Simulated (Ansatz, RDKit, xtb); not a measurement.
**C2H7Ge: from the formula to a structure**

Given the formula C2H7Ge (odd number of electrons) and nothing else, which arrangement of the atoms is the most stable in the gas at 1000 K, and what are its properties?

Plan: many cheap relaxations first (GFN2-xTB), then density-functional screening, relaxation at PBE0-D3(BJ)/def2-SVP, vibrations and a final energy. The numbers are computed, not measured.

2 further runs of the same task are left out: 2 set aside as unsound or not needed.

### Step 1. Possible bonding patterns

All bonding patterns within simple valence rules are listed by program: one Lewis structure each, at most two rings and one unusual centre or charged pair. O–O, O–halogen and N–halogen bonds and N–N–N chains are not drawn. That gives 5 candidates.

```
label            SMILES     spin
 c019  [CH2][GeH2][CH3]  doublet
 c066      C[CH2][GeH2]  doublet
 c141  [CH2][CH2][GeH3]  doublet
 c397       C[CH][GeH3]  doublet
 c860   [CH3][GeH][CH3]  doublet
```

Candidates are built by distance geometry, with a force field where one applies, in up to four conformers (letters a to d).

Q: Predict the outcome of this search (final energies at CCSD(T)/def2-SVP + MP2/def2-TZVPP - MP2/def2-SVP).

| quantity | value |
| --- | --- |
| lowest structure found | [CH3][GeH][CH3], doublet, Cs |
| next finalist | C[CH2][GeH2], doublet, 11.0 kcal/mol higher in G |
| share at equilibrium, among the finalists | 99.6 % |
| harmonic wavenumbers, lowest and highest (PBE0-D3(BJ)/def2-SVP) | 120 and 3186 cm⁻¹ |
| rotational constants, same geometry | 0.4488, 0.1858, 0.1418 cm⁻¹ |
| dipole moment (PBE0/def2-TZVPD) | 0.82 D |
| HOMO energy (highest over α and β) (PBE0/def2-TZVPD) | -5.54 eV |
| LUMO energy (lowest over α and β) (PBE0/def2-TZVPD) | -2.11 eV |
| vertical ionisation energy (to the singlet cation) | 7.67 eV |
| vertical electron affinity | 0.36 eV |
| vertical quartet less doublet | +7.37 eV |

The lowest structure found is `[CH3][GeH][CH3]`. Among the finalists first place is clear (11.0 kcal/mol); structures outside the list aren't covered. r2SCAN-D4/def2-SVP, PBE0-D3(BJ)/def2-SVP, HF/def2-SVP and MP2/def2-SVP already put its bonding pattern lowest among the structures in one piece; GFN2-xTB favours the doublet C[CH2][GeH2]; HF/STO-3G favours the doublet [CH2][GeH2][CH3]. The search is not exhaustive (a finite list of starts, one conformer a finalist), so a lower isomer can't be ruled out. Patterns outside the rules of the enumeration were met only by chance.
